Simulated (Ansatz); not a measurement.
Task: energies of removing a hydrogen of C₂H₇BOS, SMILES BOCCS, with the Python package of Ansatz (0.2.0). Give the script and its output. Use (for the species named): Hartree-Fock, 6-31G basis, multiplicity 1.

```xyz
12

B    -0.9944    1.2369    1.6758
O     0.1673    0.9313    0.9057
C    -0.1554   -0.1486    0.0412
C     1.2070   -0.5045   -0.7334
S     0.8156   -1.9390   -1.8451
H    -1.2509    0.7936    2.7108
H    -1.7705    2.0866    1.2405
H    -0.3975   -1.0292    0.6361
H    -0.9190    0.1381   -0.6324
H     1.4670    0.3532   -1.3165
H     1.9369   -0.7877   -0.0040
H    -0.0291   -1.1859   -2.6447
```

Script `c2h7bos_bde.py`:
```python
"""X-H bond energies of C2H7BOS without relaxation."""

import ansatz as az

SETTINGS = {
    "basis_set": "6-31G",
    "functional": "hf",
}


def total_energy(molecule, charge=0, unpaired=0):
    calc = molecule.calculation().basis(gaussian=SETTINGS["basis_set"]).functional(SETTINGS["functional"])
    if charge:
        calc = calc.charge(charge)
    if unpaired:
        calc = calc.spin("collinear", total=unpaired)
    report = calc.run(threads=1, pin="off").report
    if report["published_state_doubts"]:
        print("  doubts:", report["published_state_doubts"])
    return report["free_energy_ev"]

def without(molecule, index):
    rest = az.Crystal.molecule()
    for i, site in enumerate(molecule.cartesian_sites):
        if i != index:
            rest = rest.atom(site.symbol, site.position_ang)
    return rest

geometry = (
    az.Crystal.molecule()
    .atom("B", (-0.9944, 1.2369, 1.6758))
    .atom("O", (0.1673, 0.9313, 0.9057))
    .atom("C", (-0.1554, -0.1486, 0.0412))
    .atom("C", (1.207, -0.5045, -0.7334))
    .atom("S", (0.8156, -1.939, -1.8451))
    .atom("H", (-1.2509, 0.7936, 2.7108))
    .atom("H", (-1.7705, 2.0866, 1.2405))
    .atom("H", (-0.3975, -1.0292, 0.6361))
    .atom("H", (-0.919, 0.1381, -0.6324))
    .atom("H", (1.467, 0.3532, -1.3165))
    .atom("H", (1.9369, -0.7877, -0.004))
    .atom("H", (-0.0291, -1.1859, -2.6447))
)

whole = total_energy(geometry, 0)
hydrogen = total_energy(az.Crystal.molecule().atom("H", (0, 0, 0)), 0, 1)
print(f"E(molecule) = {whole:.5f} eV, E(H) = {hydrogen:.5f} eV")
for index in [6, 8, 10]:
    radical = total_energy(without(geometry, index), 0, 1)
    print(f"H{index}: homolysis {(radical + hydrogen - whole):.3f} eV")
```

```console
$ python c2h7bos_bde.py
E(molecule) = -15693.69253 eV, E(H) = -13.55761 eV
H6: homolysis 3.715 eV
H8: homolysis 3.748 eV
H10: homolysis 4.108 eV
```

These settings explore the input space; basis and method may be short of convergence. The geometry is a force-field or estimated start, not a minimum of this method, and the basis set is short of its limit. All parts are taken at fixed geometry, without zero-point energy. Hartree-Fock leaves correlation out, so bond, atomisation and ionisation energies come out well too low. Hardware and time: 3.4 s on 1 thread of Arm Neoverse V2 (shared host), peak memory 0.17 GiB.
